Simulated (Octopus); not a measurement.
# HfB (Fm-3m) in Octopus: a series of runs

The runs below take HfB through single point, with PBE, LDA, PBEsol, RPBE, revPBE, BLYP, AM05.

All numbers are computed with Octopus 16.4; they aren't measurements. Logs are shortened: lines on timing, memory, paths and dates and some standing lists are left out, and cuts for length are marked.

## Step 1: Starting point

It takes space group Fm-3m (No. 225, cubic). Conventional cell: a = 4.620 Å, b = 4.620 Å, c = 4.620 Å, α = 90.00°, β = 90.00°, γ = 90.00°. Hf (site symmetry m-3m) is surrounded by 6 B at 2.31 Å. Around B (site symmetry m-3m) lie 6 Hf at 2.31 Å.

## Step 2: Single point, PBE, 12.33 Å³/atom

Contents of inp:

```
CalculationMode = gs
UnitsOutput = eV_Angstrom
PeriodicDimensions = 3
ExperimentalFeatures = yes
PseudopotentialSet = pseudodojo_pbe
%LatticeParameters
 1*angstrom | 1*angstrom | 1*angstrom
%
%LatticeVectors
 0 | 2.31 | 2.31
 2.31 | 0 | 2.31
 2.31 | 2.31 | 0
%
%ReducedCoordinates
 "Hf" | 0.5 | 0.5 | 0.5
 "B" | 0 | 0 | 0
%
%Spacing
 0.13611806*angstrom | 0.13611806*angstrom | 0.13611806*angstrom
%
DerivativesOrder = 8
%KPointsGrid
 10 | 10 | 10
%
KPointsUseSymmetries = yes
XCFunctional = gga_x_pbe + gga_c_pbe
SmearingFunction = fermi_dirac
Smearing = 0.05*eV
ExtraStates = 8
Eigensolver = chebyshev_filter
ConvRelDens = 1e-6
MaximumIter = 120
```

Potentials or basis: pseudodojo_pbe (PseudoDojo 0.5, PBE).

Command:

```bash
OMP_NUM_THREADS=1 octopus > out.log
```

out.log:

```text
Running octopus

[... 13 lines left out ...]

Input: [AllElectronType = no]
Input: [PseudopotentialSet = pseudodojo_pbe]
Reading Coordinates from ReducedCoordinates block

****************************** Species *******************************
  Species 'Hf'
    type             : pseudopotential
    file             : 'Hf.upf'
    file format      : UPF2
    valence charge   : 12.0
    atomic number    :  72
    form on file     : kleinman-bylander
    lmax             : 3
    llocal           : -1
    projectors per l : 2
    total projectors : 8
    application form : kleinman-bylander
    orbitals         : 10
    bound orbitals   : 10

  Species 'B'
    type             : pseudopotential
    file             : 'B.upf'
    file format      : UPF2
    valence charge   : 3.0
    atomic number    :   5
    form on file     : kleinman-bylander
    lmax             : 1
    llocal           : -1
    projectors per l : 2
    total projectors : 4
    application form : kleinman-bylander
    orbitals         :  4
    bound orbitals   :  4

**********************************************************************

***************************** Symmetries *****************************
Space group No.  225
International: Fm-3m
Schoenflies: Oh^5
Info: The system has    48 symmorphic symmetries that can be used.
  Index                Rotation matrix                      Fractional translations
    1 :     1   0   0     0   1   0     0   0   1      0.000000    0.000000    0.000000
    2 :    -1   0   0     0  -1   0     0   0  -1      0.000000    0.000000    0.000000
    3 :     1   0  -1     1   0   0     1  -1   0      0.000000    0.000000    0.000000
    4 :    -1   0   1    -1   0   0    -1   1   0      0.000000    0.000000    0.000000
[... 280 lines left out ...]
Matrix vector products: 1175
Converged eigenvectors: 0

#  State  KPoint  Eigenvalue [eV]  Occupation    Error
      1       1      -49.408298    2.000000   ( 1.9E-06)
      1       2      -49.403506    2.000000   ( 1.0E-05)
      1       3      -49.401907    2.000000   ( 1.7E-05)
      1       4      -49.396117    2.000000   ( 1.2E-05)
      1       5      -49.391922    2.000000   ( 1.2E-05)
      1       6      -49.390936    2.000000   ( 6.3E-06)
      1      10      -49.385125    2.000000   ( 1.1E-05)
      1       7      -49.382534    2.000000   ( 6.7E-06)
[... 23 lines left out ...]
     16      44       29.720576    0.000000   ( 1.2E-01)
     16      42       29.805217    0.000000   ( 1.4E-01)
     16      47       29.904475    0.000000   ( 1.3E-01)
     16       5       31.441165    0.000000   ( 1.3E-01)
     16       4       31.615060    0.000000   ( 1.5E-01)
     16       2       34.121013    0.000000   ( 1.8E-01)
     16       3       35.090187    0.000000   ( 1.8E-01)
     16       1       35.604375    0.000000   ( 9.9E-02)

Density of states:

-------------------------%--------------------------------------------
-------------------------%--------------------------------------------
-------------------------%--------------------------------------------
-------------------------%--------------------------------------------
-------------------------%--------------------------------------------
-------------------------%--------------------------------------------
-------------------------%--------------------%-------%---------------
%------------------------%--------------------%%-----%%---------------
%------------------------%----------------%--%%%----%%%-%%%%%%--------
%------------------------%---------------%%-%%%%%%%%%%%%%%%%%%%%------
                                               ^

Fermi energy =     8.503043 eV

**********************************************************************

*********************** SCF CYCLE ITER #    2 ************************
 etot  = -1.60989240E+03 abs_ev   =  5.37E+00 rel_ev   =  3.06E-02
 ediff =        4.57E-01 abs_dens =  6.18E-01 rel_dens =  4.12E-02
Matrix vector products: 1175
Converged eigenvectors: 0
[... 103 lines left out ...]
*********************** SCF CYCLE ITER #   11 ************************
 etot  = -1.61560724E+03 abs_ev   =  6.74E-05 rel_ev   =  3.78E-07
 ediff =        3.65E-06 abs_dens =  1.31E-06 rel_dens =  8.74E-08
Matrix vector products: 1175
Converged eigenvectors: 272

#  State  KPoint  Eigenvalue [eV]  Occupation    Error
      1       1      -50.926347    2.000000   ( 5.0E-08)
      1       2      -50.922001    2.000000   ( 5.2E-08)
      1       3      -50.920551    2.000000   ( 5.3E-08)
      1       4      -50.915304    2.000000   ( 5.6E-08)
      1       5      -50.911502    2.000000   ( 5.7E-08)
      1       6      -50.910608    2.000000   ( 3.1E-08)
      1      10      -50.905340    2.000000   ( 3.2E-08)
      1       7      -50.902995    2.000000   ( 2.3E-08)
[... 23 lines left out ...]
     16      44       28.564223    0.000000   ( 4.7E-02)
     16       6       28.829667    0.000000   ( 2.2E-02)
     16       5       28.958155    0.000000   ( 2.8E-02)
     16       4       29.091852    0.000000   ( 2.4E-02)
     16      47       29.740112    0.000000   ( 5.3E-02)
     16       3       31.672948    0.000000   ( 7.8E-02)
     16       2       32.738716    0.000000   ( 8.6E-02)
     16       1       34.458342    0.000000   ( 3.6E-02)

Density of states:

-------------------------%--------------------------------------------
-------------------------%--------------------------------------------
-------------------------%--------------------------------------------
-------------------------%--------------------------------------------
-------------------------%--------------------------------------------
-------------------------%--------------------------------------------
-------------------------%--------------------------------------------
%------------------------%---------------------%%----%%------%--------
%------------------------%--------------------%%%---%%%%-%%%%%%-------
%------------------------%-----------------%%-%%%%%%%%%%%%%%%%%%------
                                                ^

Fermi energy =     8.817547 eV

**********************************************************************

Info: SCF converged in   11 iterations

** Warning:
**   Some of the states are not fully converged!

Info: Number of matrix-vector products:      12925
Info: Finished writing information to 'restart/gs'.

Octopus emitted 15 warnings.
```

Wall time 3.9 min (1 thread of Arm Neoverse V1, shared host); peak memory 0.74 GiB.

What came out:

```
Free energy            : -1615.6186 eV
Band gap on the k mesh : none (metal or under the smearing width)
```

## Step 3: Single point, LDA, 12.33 Å³/atom

inp: that of step 2 with these lines changed.

```diff
@@ -25,3 +25,3 @@
 KPointsUseSymmetries = yes
-XCFunctional = gga_x_pbe + gga_c_pbe
+XCFunctional = lda_x + lda_c_pw_mod
 SmearingFunction = fermi_dirac
@@ -32 +32,6 @@
 MaximumIter = 120
+%Output
+ density | cube
+ elf | cube
+ potential | cube
+%
```

Potentials or basis: pseudodojo_pbe (PseudoDojo 0.5, PBE).

Command:

```bash
OMP_NUM_THREADS=1 octopus > out.log
```

Wall time 4.3 min (1 thread of Arm Neoverse V1, shared host); peak memory 0.74 GiB.

The run converged. Its results:

```
Free energy            : -1611.4526 eV
Band gap on the k mesh : none (metal or under the smearing width)
```

Caveat: the potentials were made for another functional, which shifts forces and pressure.

## Step 4: Single point, PBEsol, 12.33 Å³/atom

inp: that of step 3 with these lines changed.

```diff
@@ -25,3 +25,3 @@
 KPointsUseSymmetries = yes
-XCFunctional = lda_x + lda_c_pw_mod
+XCFunctional = gga_x_pbe_sol + gga_c_pbe_sol
 SmearingFunction = fermi_dirac
```

Command:

```bash
OMP_NUM_THREADS=1 octopus > out.log
```

Run time: 4.1 min. Hardware: 1 thread of Arm Neoverse V1, shared host; peak memory 0.74 GiB.

The run converged. Its results:

```
Free energy            : -1612.2464 eV
Band gap on the k mesh : none (metal or under the smearing width)
```

Caveat: the potentials were made for another functional, which shifts forces and pressure.

## Step 5: Single point, RPBE, 12.33 Å³/atom

inp: that of step 4 with these lines changed.

```diff
@@ -25,3 +25,3 @@
 KPointsUseSymmetries = yes
-XCFunctional = gga_x_pbe_sol + gga_c_pbe_sol
+XCFunctional = gga_x_rpbe + gga_c_pbe
 SmearingFunction = fermi_dirac
@@ -32,6 +32 @@
 MaximumIter = 120
-%Output
- density | cube
- elf | cube
- potential | cube
-%
```

Command:

```bash
OMP_NUM_THREADS=1 octopus > out.log
```

It took 4.3 min on 1 thread of Arm Neoverse V1, shared host; peak memory 0.74 GiB.

It converged, with:

- Free energy: -1616.3860 eV
- Band gap on the k mesh: none (metal or under the smearing width)

Caveat: the potentials were made for another functional, which shifts forces and pressure.

## Step 6: Single point, revPBE, 12.33 Å³/atom

inp: that of step 5 with these lines changed.

```diff
@@ -25,3 +25,3 @@
 KPointsUseSymmetries = yes
-XCFunctional = gga_x_rpbe + gga_c_pbe
+XCFunctional = gga_x_pbe_r + gga_c_pbe
 SmearingFunction = fermi_dirac
@@ -32 +32,6 @@
 MaximumIter = 120
+%Output
+ density | cube
+ elf | cube
+ potential | cube
+%
```

Potentials or basis: pseudodojo_pbe (PseudoDojo 0.5, PBE).

Command:

```bash
OMP_NUM_THREADS=1 octopus > out.log
```

Run time: 4.5 min. Hardware: 1 thread of Arm Neoverse V1, shared host; peak memory 0.74 GiB.

The run converged. Its results:

| Property | Result |
| --- | --- |
| Free energy | -1616.1671 eV |
| Band gap on the k mesh | none (metal or under the smearing width) |

Caveat: the potentials were made for another functional, which shifts forces and pressure.

## Step 7: Single point, BLYP, 12.33 Å³/atom

inp: that of step 6 with these lines changed.

```diff
@@ -25,3 +25,3 @@
 KPointsUseSymmetries = yes
-XCFunctional = gga_x_pbe_r + gga_c_pbe
+XCFunctional = gga_x_b88 + gga_c_lyp
 SmearingFunction = fermi_dirac
```

Command:

```bash
OMP_NUM_THREADS=1 octopus > out.log
```

It took 4.4 min on 1 thread of Arm Neoverse V1, shared host; peak memory 0.74 GiB.

It converged, with:

```yaml
Free_energy: -1610.2146 eV
Band_gap_on_the_k_mesh: none (metal or under the smearing width)
```

Caveat: the potentials were made for another functional, which shifts forces and pressure.

## Step 8: Single point, AM05, 12.33 Å³/atom

inp: that of step 7 with these lines changed.

```diff
@@ -25,3 +25,3 @@
 KPointsUseSymmetries = yes
-XCFunctional = gga_x_b88 + gga_c_lyp
+XCFunctional = gga_x_am05 + gga_c_am05
 SmearingFunction = fermi_dirac
@@ -32,6 +32 @@
 MaximumIter = 120
-%Output
- density | cube
- elf | cube
- potential | cube
-%
```

Command:

```bash
OMP_NUM_THREADS=1 octopus > out.log
```

Wall time 4.4 min (1 thread of Arm Neoverse V1, shared host); peak memory 0.74 GiB.

The run converged. Its results:

```yaml
Free_energy: -1610.6456 eV
Band_gap_on_the_k_mesh: none (metal or under the smearing width)
```

Caveat: the potentials were made for another functional, which shifts forces and pressure.
